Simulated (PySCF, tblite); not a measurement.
# C5H8BFO3: geometry, infrared bands and NMR shifts

Aim: predict the infrared bands and NMR shifts of C5H8BFO3 (`COC1=C(F)C=[O+][BH2-]OC1`).

Programs: tblite 0.8.0 and PySCF 2.14.0, with density-fitted response routines of our own. Each step states its level of theory. These are calculated values for one molecule in the gas phase, unless marked as measured. Atoms count from 0, in the outputs and in this text.

## 1. Starting geometry

18 atoms, charge 0, multiplicity 1; geometry from: force field or distance geometry start.

Bonds of the start (Å): C0–O1 1.42, O1–C2 1.42, C2–C3 1.36, C3–F4 1.35, C3–C5 1.49, C5–O6 1.27, O6–B7 1.49, B7–O8 1.49, O8–C9 1.42, C9–C2 1.52, C0–H10 1.12, C0–H11 1.11, C0–H12 1.12, C5–H13 1.09, B7–H14 1.20, B7–H15 1.19, C9–H16 1.10, C9–H17 1.11.

## 2. Optimising the geometry with GFN2-xTB

The job: settings as JSON, then the geometry in Å.

```
{"job": {"kind": "relax", "xc": "GFN2-xTB", "basis": "xTB"}, "charge": 0, "multiplicity": 1}
C     -2.881500    -0.111800     0.017500
O     -1.817000     0.710000    -0.442800
C     -0.441500     0.362300    -0.333400
C      0.418300     1.324100    -0.755100
F     -0.120600     2.452000    -1.251900
C      1.905000     1.294900    -0.742200
O      2.674900     0.461700    -0.174700
B      2.249300    -0.707100     0.643400
O      1.209200    -1.448500    -0.115600
C     -0.077900    -0.988300     0.255800
H     -3.841700     0.453700    -0.091900
H     -2.962900    -1.033100    -0.595500
H     -2.758800    -0.368600     1.099200
H      2.395400     2.102300    -1.278200
H      1.884800    -0.338600     1.724400
H      3.176800    -1.428700     0.811100
H     -0.785200    -1.736900    -0.136900
H     -0.235500    -0.993200     1.355200
```

Launch:

```sh
> OMP_NUM_THREADS=1 python probes_run.py task.json out
```

The driver reads the jobs from task.json and runs them one after another.

**Question.** This job is followed by: GFN2-xTB harmonic vibrations, gas phase; GIAO PBE0/pcSseg-1 NMR shielding, non-relativistic, gas phase. Predict these results of the whole session: strongest single infrared mode (GFN2-xTB); zero-point energy (GFN2-xTB); ¹³C shifts against TMS (PBE0/pcSseg-1); ¹H shifts against TMS (PBE0/pcSseg-1, means over atoms taken as alike); ¹⁷O shifts against H2O (PBE0/pcSseg-1); ¹⁹F shifts against CFCl3 (PBE0/pcSseg-1); ¹¹B shifts against BF3·OEt2 (PBE0/pcSseg-1).

The runs gave:

```
                                                              quantity                                value
                             strongest single infrared mode (GFN2-xTB)                1529 cm⁻¹, 731 km/mol
                                          zero-point energy (GFN2-xTB)                        80.1 kcal/mol
                                ¹³C shifts against TMS (PBE0/pcSseg-1)  195.1, 184.9, 150.5, 72.2, 57.3 ppm
¹H shifts against TMS (PBE0/pcSseg-1, means over atoms taken as alike)           8.83, 4.94, 4.14, 3.60 ppm
                                ¹⁷O shifts against H2O (PBE0/pcSseg-1)               426.7, 177.9, 59.7 ppm
                              ¹⁹F shifts against CFCl3 (PBE0/pcSseg-1)                           -174.6 ppm
                           ¹¹B shifts against BF3·OEt2 (PBE0/pcSseg-1)                              1.1 ppm
```

Over 85 steps the energy fell by 0.602 eV; of the close pairs, O1–C2 changed most, 1.423 to 1.335 Å. All 48 modes are real, so the xTB geometry is a minimum. The strongest single mode, at 1529 cm⁻¹, moves mainly C3 and C2. Unscaled tight-binding wavenumbers are off by several per cent, some by more. Its intensities can rank the bands wrongly. C2 (alkene carbon bearing oxygen) lies farthest downfield among carbon, at 195.1 ppm; an sp2 carbon further deshielded by the attached heteroatom. H13 (hydrogen on an aldehyde carbonyl carbon) lies farthest downfield among hydrogen, at 8.83 ppm; deshielded by the polar, anisotropic C=O bond. At PBE0/pcSseg-1: The widest tensor belongs to O6: span 754 ppm, with a paramagnetic part of -487 ppm.
